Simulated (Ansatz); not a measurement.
# GaSi: geometry optimisation, by script

What geometry does GaSi take? Aim: a geometry optimisation, for GaSi, run from a script.

Program: Ansatz 0.2.0 through its Python package. Level of theory: MP2/def2-SVP. These are calculated values, not measurements.

## (1) Starting point

Bond lengths: Ga1–Si2 2.320 Å.

No structure file is read: the coordinates are typed or built in the script.

## (2) The code

Input file opt_gasi.py:

```python
import itertools

import ansatz as az
from ase.data import atomic_numbers, covalent_radii
import numpy as np
import pandas as pd


def main() -> None:
    gasi = (
        az.Crystal.molecule()
        .atom('Ga', (0.0, 0.0, 0.0))
        .atom('Si', (0.0, 0.0, 2.32))
    )

    model = (
        gasi.calculation()
        .basis(gaussian='def2-SVP')
        .correlation('mp2', electrons='valence')
        .spin('collinear', total=3)
        .accuracy('medium')
    )
    symbols = [site.symbol for site in gasi.cartesian_sites]
    start = np.array([site.position_ang for site in gasi.cartesian_sites], dtype=float)
    def progress(event):
        if event['event'] == 'relax_step':
            row = event['data']
            print(f'step {row["step"]:3d}  E = {row["lagrangian_ev"]:.6f} eV  largest force component {row["allowed_force_max_ev_ang"]:.4f} eV/A')


    summary = model.relax(force_tolerance=0.01, max_steps=100).session().plan().execute(on_event=progress).report
    end = np.array(summary['positions_ang'])

    print('reference energy %16.6f eV' % summary['reference_energy_ev'])
    print('total energy     %16.6f eV' % summary['free_energy_ev'])
    print('occupied orbitals outside the frozen core (up, down):', summary['n_occupied'], ' frozen:', summary['n_frozen'], ' virtual:', summary['n_virtual'])

    radius = [covalent_radii[atomic_numbers[s]] for s in symbols]
    span = lambda where, i, j: np.linalg.norm(where[i] - where[j])
    bonded = [(i, j) for i, j in itertools.combinations(range(len(symbols)), 2) if min(span(start, i, j), span(end, i, j)) < 1.2 * (radius[i] + radius[j])]
    print('pair        before    after (A)')
    for i, j in bonded:
        print(f'{symbols[i]}{i}-{symbols[j]}{j}'.ljust(10), f'{span(start, i, j):8.4f} {span(end, i, j):8.4f}')

    charges = summary['charge_distribution']
    table = pd.DataFrame({'atom': symbols, 'mulliken': charges['mulliken_charges_e'], 'lowdin': charges['lowdin_charges_e']})
    print(table.round(3).to_string())
    print('dipole (e A):', np.round(charges['dipole_moment_e_ang'], 4) + 0.0)
    with open('gasi_opt.xyz', 'w') as handle:
        handle.write(f'{len(symbols)}\nrelaxed GaSi\n')
        handle.writelines(f'{s:2s} {x:11.6f} {y:11.6f} {z:11.6f}\n' for s, (x, y, z) in zip(symbols, end))


if __name__ == '__main__':
    main()
```

## (3) The calls as engine input

The engine receives this input:

```yaml
crystal:
  periodic: [false, false, false]
  atoms:
    - { symbol: Ga, position_ang: [0.0, 0.0, 0.0] }
    - { symbol: Si, position_ang: [0.0, 0.0, 2.32] }
accuracy: medium
basis:
  gaussian:
    orbitals: def2-SVP
magnetization:
  spin_polarized: true
  initial_magnetization: 3.0
correlation:
  method: mp2
  electrons: valence
relax:
  f_tol: 0.01
  max_steps: 100
```

## (4) Launch

Launch:

```console
> python opt_gasi.py
```

The program printed:

```text
step   1  E = -60192.263842 eV  largest force component 0.7493 eV/A
step   2  E = -60192.291353 eV  largest force component 0.1832 eV/A
step   3  E = -60192.293431 eV  largest force component 0.0080 eV/A
reference energy    -60185.682912 eV
total energy        -60192.293431 eV
occupied orbitals outside the frozen core (up, down): [10, 7]  frozen: 14  virtual: [26, 29]
pair        before    after (A)
Ga0-Si1      2.3200   2.4046
  atom  mulliken  lowdin
0   Ga     0.125  -0.062
1   Si    -0.125   0.062
dipole (e A): [ 0.      0.     -0.2546]
```

Run time: 2.4 s. Hardware: 1 thread of AMD EPYC 9R45 (Zen 5), shared host; peak memory 0.24 GiB.

File gasi_opt.xyz afterwards:

```xyz
2
relaxed GaSi
Ga    0.000000   -0.000000   -0.042293
Si   -0.000000    0.000000    2.362293
```

Lines on the test bed's own set-up are left out of the output.

## (5) Size and end state of the run

The report of the run holds:

| item | value |
| --- | --- |
| SCF cycles in all | 80 |
| orbitals (without the frozen core) | 36 |
| total energy (eV) | -60192.29343 |

## (6) Path of the relaxation

Relaxation path:

| step | energy from step 1 (eV) | largest force component (eV/Å) |
| --- | --- | --- |
| 1 | 0.0000 | 0.7493 |
| 2 | -0.0275 | 0.1832 |
| 3 | -0.0296 | 0.0080 |

Step 1 is the start.

Before: Bond lengths: Ga1–Si2 2.320 Å.

After: Bond lengths: Ga1–Si2 2.405 Å.

## (7) Results

```
                           quantity           value
                       total energy  -60192.2934 eV
                      dipole moment          1.22 D
<S²> of the mean field (pure state)    3.766 (3.75)
            moves of the relaxation               2
                      energy gained        0.030 eV
       last largest force component     0.0080 eV/Å
```

**Reading.** After 2 moves the largest shift is 0.042 Å. What to keep in mind:
- The end point is the stationary point reached from this start; no frequency run checks that it is a minimum, and the basis set is modest.
- The species is open-shell (spin multiplicity 4).
- The Löwdin charges here are taken after orthogonalising the functions within each atom; they differ from plain Löwdin charges, and their signs can be unphysical.
- The spin state was assumed, and another may lie lower.
